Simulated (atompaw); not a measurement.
# Pseudopotential generation for silicon: PAW (atompaw), LDA (PW92)

Task: generate the file, and judge it by its logarithmic derivatives, its ghosts and its cutoff.

Method: atompaw 4.2.0.5, LDA (PW92), scalar-relativistic.

## Step 1: The atom and the settings

Typed settings, in words:

```
element                 : silicon (Si, Z = 14)
type                    : PAW
frozen core             : [Ne]
valence charge          : 4
reference configuration : 3s2 3p2
partial waves           : 3s (bound): rc 1.45 bohr; 3s channel at -0.5 Ry: rc 1.45 bohr; 3p (bound): rc 2.05 bohr; 3p channel at 0.15 Ry: rc 2.05 bohr
local potential         : vpsmatchnc scheme with l = 2 at 0 Ry, radius 1.45 bohr
core correction         : smooth core density matched at 1.95 bohr
augmentation charge     : sinc compensation charge, radius 1.50 bohr; PAW radius 2.05 bohr; waves and projectors: custom polynom vanderbiltortho
```

The outer shells as boxes (Hund's rule for the drawing; the calculation is spin-unpolarised):

```
[Ne] core
3s [↑↓]
3p [↑ ][↑ ][  ]
```

The nodes and maxima of the atom's own shells, from an earlier all-electron run, set the scale for the radii.

All-electron outer shells of the reference configuration (LDA (PW92), scalar-relativistic, ld1.x):

| shell | level (eV) | outermost node (bohr) | outermost maximum (bohr) |
| --- | --- | --- | --- |
| 2s | -138.74 | 0.15 | 0.45 |
| 2p | -95.61 | – | 0.39 |
| 3s | -10.88 | 0.72 | 1.77 |
| 3p | -4.16 | 0.72 | 2.14 |

## Step 2: Generation

File Si.input:

```
Si 14
LDA-PW scalarrelativistic loggrid 1500 logderivrange -3 5 201
3 3 0 0 0 0
3 1 2
0 0 0
c
c
v
c
v
1
2.05 1.50 1.45 1.95
y
-0.5
n
y
0.15
n
custom polynom vanderbiltortho sinc
2 0 vpsmatchnc
1.45
1.45
2.05
2.05
PWSCFOUT
UPFDX 0.0125d0 UPFXMIN -7.d0 UPFZMESH 14.d0
END
```

Command:

```
$ atompaw < Si.input > Si.log
```

What does the calculation give? Wanted: cutoffs for 10 and 1 mRy, occupied levels; bound ghosts; largest phase difference near zero energy, channels read; lowest eigenvalue of the overlap; share of valence orbitals outside the PAW sphere; UPF file.

**Answer**, as computed:

| quantity | value |
| --- | --- |
| cutoffs for 10 and 1 mRy, occupied levels | 21 Ry and 30 Ry |
| bound ghosts | s at -144.84 eV |
| largest phase difference near zero energy, channels read | 0.000 rad |
| lowest eigenvalue of the overlap (Bessel basis) | 0.533 (s) |
| share of valence orbitals outside the PAW sphere | 3s 49 %, 3p 70 % |
| UPF file | written |

In words: A bound ghost (s) makes it unfit for use: electrons can fall into a state that the atom doesn't have. Close by lies the frozen 2s level (-138.7 eV). The potential is soft on the atom at that tolerance: the looser tolerance needs 21 Ry. The slowest occupied level is 3s: taken alone it needs 25 Ry to come within 1 mRy, against 8 Ry for 3p. Near zero energy the phases of the channels with partial waves agree within 0.001 rad.
